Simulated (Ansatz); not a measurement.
# C₁₀H₇Cl: small, medium and large basis sets

One table from this session's results is given with a row withheld; the runs are named, their logs left out.

Computed with Ansatz 0.2.0, Gaussian basis. Level: one geometry, several basis sets.

Plan: PBE0-D4/def2-SVP; ωB97M-V/def2-SVP; PBE0-D4/def2-QZVPP; ωB97M-V/def2-QZVPP; the functionals' def2-TZVPP values are taken from earlier runs.

**Structure used throughout**

An earlier PBE0-D4 in a triple-zeta def2 set relaxation fixed the geometry.

18 atoms, charge 0, spin multiplicity 1.

Atoms are counted from 1 here; the program's logs count them from 0.

Bond lengths: Cl1–C2 1.729 Å, C2–C3 1.367 Å, C2–C11 1.417 Å, C3–C4 1.405 Å, C3–H12 1.082 Å, C4–C5 1.366 Å, C4–H13 1.084 Å, C5–C6 1.411 Å, C5–H14 1.084 Å, C6–C7 1.412 Å, C6–C11 1.424 Å, C7–C8 1.366 Å, C7–H15 1.085 Å, C8–C9 1.407 Å, C8–H16 1.084 Å, C9–C10 1.367 Å, C9–H17 1.084 Å, C10–C11 1.410 Å and more. Angles: Cl1–C2–C3 118.6°, Cl1–C2–C11 119.6°, C3–C2–C11 121.8°, C2–C3–C4 119.9°, C2–C3–H12 119.6°, C4–C3–H12 120.5°, C3–C4–C5 120.4°, C3–C4–H13 119.1°, C5–C4–H13 120.5°, C4–C5–C6 120.6°, C4–C5–H14 120.6°, C6–C5–H14 118.8°, C5–C6–C7 121.5°, C5–C6–C11 119.8°, C7–C6–C11 118.8°, C6–C7–C8 121.0°, C6–C7–H15 118.4°, C8–C7–H15 120.6° and more.

Set-up of the first run:

Contents of in.yaml:

```yaml
crystal:
  periodic: [false, false, false]
  atoms:
    - {symbol: Cl, position_ang: [2.344663, -2.213182, 0.869390]}
    - {symbol: C, position_ang: [1.510849, -1.034800, -0.082642]}
    - {symbol: C, position_ang: [2.039154, -0.678901, -1.291962]}
    - {symbol: C, position_ang: [1.384547, 0.276089, -2.088353]}
    - {symbol: C, position_ang: [0.222030, 0.852492, -1.662158]}
    - {symbol: C, position_ang: [-0.340465, 0.499510, -0.417288]}
    - {symbol: C, position_ang: [-1.541138, 1.083891, 0.040800]}
    - {symbol: C, position_ang: [-2.077999, 0.735336, 1.248022]}
    - {symbol: C, position_ang: [-1.434152, -0.219083, 2.056050]}
    - {symbol: C, position_ang: [-0.269506, -0.806143, 1.644960]}
    - {symbol: C, position_ang: [0.308090, -0.466254, 0.403861]}
    - {symbol: H, position_ang: [2.960651, -1.136597, -1.628297]}
    - {symbol: H, position_ang: [1.814391, 0.549003, -3.044882]}
    - {symbol: H, position_ang: [-0.285922, 1.589818, -2.273872]}
    - {symbol: H, position_ang: [-2.030830, 1.818966, -0.588917]}
    - {symbol: H, position_ang: [-3.000551, 1.192696, 1.586245]}
    - {symbol: H, position_ang: [-1.865348, -0.491090, 3.012447]}
    - {symbol: H, position_ang: [0.224037, -1.540249, 2.268397]}
basis:
  gaussian: {orbitals: def2-SVP}
hamiltonian: {xc: pbe0, dispersion: d4}
output: {orbitals: {seedname: orbitals}}
```

Started as:

```
ansatz run in.yaml --threads 4 --pin off --events-out ev --progress --plain --max-ram 66560MiB --backend cpu
```

Among the steps run: PBE0-D4 in def2-SVP; ωB97M-V in def2-SVP; PBE0-D4 in def2-QZVPP; ωB97M-V in def2-QZVPP.

One table of the session follows, with a row left open; its other results are not shown here.

It belongs to the step «Density functionals: the series». 

| functional | basis | HOMO (eV) |
| --- | --- | --- |
| PBE0-D4 | def2-SVP | -6.39 |
| PBE0-D4 | def2-TZVPP | -6.42 |
| PBE0-D4 | def2-QZVPP | -6.44 |
| ωB97M-V | def2-SVP | -8.28 |
| ωB97M-V | def2-TZVPP | ? |
| ωB97M-V | def2-QZVPP | -8.35 |

**Question.** Estimate the row for ωB97M-V, def2-TZVPP.

**Answer.** HOMO (eV): -8.33. In the column «HOMO (eV)» it lies between ωB97M-V, def2-QZVPP (-8.35) and ωB97M-V, def2-SVP (-8.28).
